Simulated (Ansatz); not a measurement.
# B2F4H2O2: a ladder of functionals and wavefunction methods

The task here is to estimate one member of a computed series from the others.

Computed with Ansatz 0.2.0, Gaussian basis. Level: functionals in def2-TZVPP, the program's frozen cores in correlated methods.

The runs, in order: LDA (SPW92), PBE-D4, revPBE-D4, BLYP-D4, r2SCAN-D4, B97M-V, PBE0-D4, B3LYP-D4, r2SCANh-D4, r2SCAN0-D4, HSE06-D4, BHLYP-D4, CAM-B3LYP-D4, LC-ωPBE, ωB97X-V, ωB97M-V, B2PLYP, PBE-QIDH; CCSD(T)/def2-SVP; CCSD(T)/def2-TZVPP; MP2/def2-QZVPP; extrapolation to the limit; RPA on PBE.

**The geometry**

An earlier PBE0-D4 in a triple-zeta def2 set relaxation fixed the geometry.

SMILES `F[B-]1(F)[OH+][B-](F)(F)[OH+]1`, 10 atoms, charge 0, spin multiplicity 1.

Atoms are counted from 1 here; the program's logs count them from 0.

Bond lengths: F1–B2 1.333 Å, B2–F3 1.352 Å, B2–O4 1.548 Å, B2–O8 1.548 Å, O4–B5 1.548 Å, O4–H9 0.963 Å, B5–F6 1.352 Å, B5–F7 1.333 Å, B5–O8 1.548 Å, O8–H10 0.963 Å. Angles: F1–B2–F3 116.9°, F1–B2–O4 112.3°, F1–B2–O8 112.3°, F3–B2–O4 111.5°, F3–B2–O8 111.5°, O4–B2–O8 89.0°, B2–O4–B5 90.5°, B2–O4–H9 114.6°, B5–O4–H9 114.6°, O4–B5–F6 111.5°, O4–B5–F7 112.3°, O4–B5–O8 89.0°, F6–B5–F7 116.9°, F6–B5–O8 111.5°, F7–B5–O8 112.3°, B2–O8–B5 90.5°, B2–O8–H10 114.6°, B5–O8–H10 114.6°.

Coordinates:

```
atom    x (Å)    y (Å)    z (Å)
  F1   0.1419  -2.2472  -0.1720
  B2  -0.3281  -1.0469   0.1678
  F3  -1.4755  -1.0188   0.8818
  O4   0.7591  -0.1488   0.8061
  B5   0.5476   0.9151  -0.2981
  F6  -0.1352   1.9842   0.1687
  F7   1.6644   1.1640  -0.9820
  O8  -0.3853  -0.0755  -1.0360
  H9   0.5575   0.1531   1.6985
 H10  -1.2632   0.2697  -1.2319
```

The first run:

Contents of in.yaml:

```yaml
crystal:
  periodic: [false, false, false]
  atoms:
    - {symbol: F, position_ang: [0.141917, -2.247160, -0.171955]}
    - {symbol: B, position_ang: [-0.328130, -1.046925, 0.167844]}
    - {symbol: F, position_ang: [-1.475536, -1.018822, 0.881830]}
    - {symbol: O, position_ang: [0.759150, -0.148849, 0.806136]}
    - {symbol: B, position_ang: [0.547559, 0.915108, -0.298109]}
    - {symbol: F, position_ang: [-0.135205, 1.984249, 0.168662]}
    - {symbol: F, position_ang: [1.664369, 1.163981, -0.982047]}
    - {symbol: O, position_ang: [-0.385326, -0.075527, -1.035989]}
    - {symbol: H, position_ang: [0.557482, 0.153104, 1.698541]}
    - {symbol: H, position_ang: [-1.263182, 0.269740, -1.231914]}
basis:
  gaussian: {orbitals: def2-TZVPP}
hamiltonian: {xc: lda}
output: {orbitals: {seedname: orbitals}}
```

The run is started by

```console
$ ansatz run in.yaml --threads 8 --pin off --events-out ev --progress --plain --max-ram 18278MiB
```

Among the steps run: LDA; PBE-D4 (GGA); revPBE-D4 (GGA); BLYP-D4 (GGA); r2SCAN-D4 (meta-GGA); B97M-V (meta-GGA); PBE0-D4 (hybrid); B3LYP-D4 (hybrid); r2SCANh-D4 (hybrid); r2SCAN0-D4 (hybrid); HSE06-D4 (hybrid); BHLYP-D4 (hybrid); CAM-B3LYP-D4 (range-separated); LC-ωPBE (range-separated); ωB97X-V (range-separated); ωB97M-V (range-separated); B2PLYP (double hybrid); PBE-QIDH (double hybrid).

One table of the session follows, with a row left open; its other results are not shown here.

It belongs to the step «Frontier levels by functional». 

| functional | HOMO (eV) | gap (eV) |
| --- | --- | --- |
| LDA (SPW92) | ? | ? |
| PBE-D4 | -9.08 | 8.16 |
| revPBE-D4 | -8.99 | 8.15 |
| BLYP-D4 | -9.02 | 8.02 |
| r2SCAN-D4 | -9.56 | 9.35 |
| B97M-V | -9.70 | 9.05 |
| PBE0-D4 | -11.05 | 11.01 |
| B3LYP-D4 | -10.76 | 10.32 |
| r2SCANh-D4 | -10.29 | 10.34 |
| r2SCAN0-D4 | -11.38 | 11.82 |
| HSE06-D4 | -10.63 | 10.23 |
| BHLYP-D4 | -12.98 | 13.52 |
| CAM-B3LYP-D4 | -12.62 | 13.30 |
| LC-ωPBE | -13.94 | 16.02 |
| ωB97X-V | -13.60 | 15.46 |
| ωB97M-V | -13.54 | 14.89 |

Q: Estimate the row for LDA (SPW92) from the others.

**Answer.** HOMO (eV): -9.32; gap (eV): 8.25. In the column «HOMO (eV)» it lies between r2SCAN-D4 (-9.56) and PBE-D4 (-9.08).
